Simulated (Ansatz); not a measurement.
Working through a rigid scan of one bond length of H₄Se₂Sn, SMILES [SeH][SnH2][SeH]

Computed with Ansatz's Python interface.

The cells in order, each with its output:

```python
import ansatz as az
import numpy as np
```

```python
GEOMETRY = """
Se   -1.56640   -0.94410   -1.09420
Sn    0.01380    0.37800    0.37820
Se    1.90500   -1.15720    1.03640
H    -2.42770    0.35980   -1.23410
H     0.65390    1.74650   -0.52050
H    -0.81430    0.95620    1.81310
H     2.29700   -1.40730   -0.42470
"""
```

```python
system = az.Crystal.molecule()
for line in GEOMETRY.strip().splitlines():
    symbol, *xyz = line.split()
    system = system.atom(symbol, [float(v) for v in xyz])

symbols = [site.symbol for site in system.cartesian_sites]
start = np.array([site.position_ang for site in system.cartesian_sites])
axis = (start[2] - start[1]) / np.linalg.norm(start[2] - start[1])
moving = [2, 6]
lengths, energies = [2.14, 2.32, 2.52, 2.78, 3.15, 3.78, 4.54, 5.55], []
for length in lengths:
    xyz = start.copy()
    xyz[moving] += (length - np.linalg.norm(start[2] - start[1])) * axis
    point = az.Crystal.molecule()
    for symbol, place in zip(symbols, xyz):
        point = point.atom(symbol, place.tolist())
    job = (
        point.calculation()
        .basis(gaussian="def2-SVP")
        .functional("pbe0")
        .spin("collinear")
    )
    r = job.run(threads=1).report
    energies.append(r["free_energy_ev"])
    print(f"r = {length:6.3f} A  E = {energies[-1]:.5f} eV  <S^2> = {abs(r['mean_field']['state']['spin_squared']):.3f}")
```

    r =  2.140 A  E = -136563.97428 eV  <S^2> = 0.000
    r =  2.320 A  E = -136565.11563 eV  <S^2> = 0.000
    r =  2.520 A  E = -136565.45920 eV  <S^2> = 0.000
    r =  2.780 A  E = -136565.22442 eV  <S^2> = 0.000
    r =  3.150 A  E = -136564.44864 eV  <S^2> = 0.000
    r =  3.780 A  E = -136563.20456 eV  <S^2> = 0.352
    r =  4.540 A  E = -136562.69930 eV  <S^2> = 0.871
    r =  5.550 A  E = -136562.58348 eV  <S^2> = 1.000

```python
print("energy above the lowest point (eV):", [round(e - min(energies), 3) for e in energies])
```

    energy above the lowest point (eV): [1.485, 0.344, 0.0, 0.235, 1.011, 2.255, 2.76, 2.876]

What to keep in mind:
- Total energies depend on the basis set; only differences at equal settings carry meaning.
- The rest of the molecule is held rigid at a force-field or estimated start geometry, and the basis set is modest; single-reference methods fail as a bond breaks.
- def2 sets replace the cores of elements past krypton by effective core potentials.
- The expectation value of S² is noticeably off S(S+1) in at least one run, so that state is spin-contaminated.
- Finished in 3.2 min on 1 thread of Arm Neoverse V1, with other jobs on the host, peak memory 0.58 GiB.
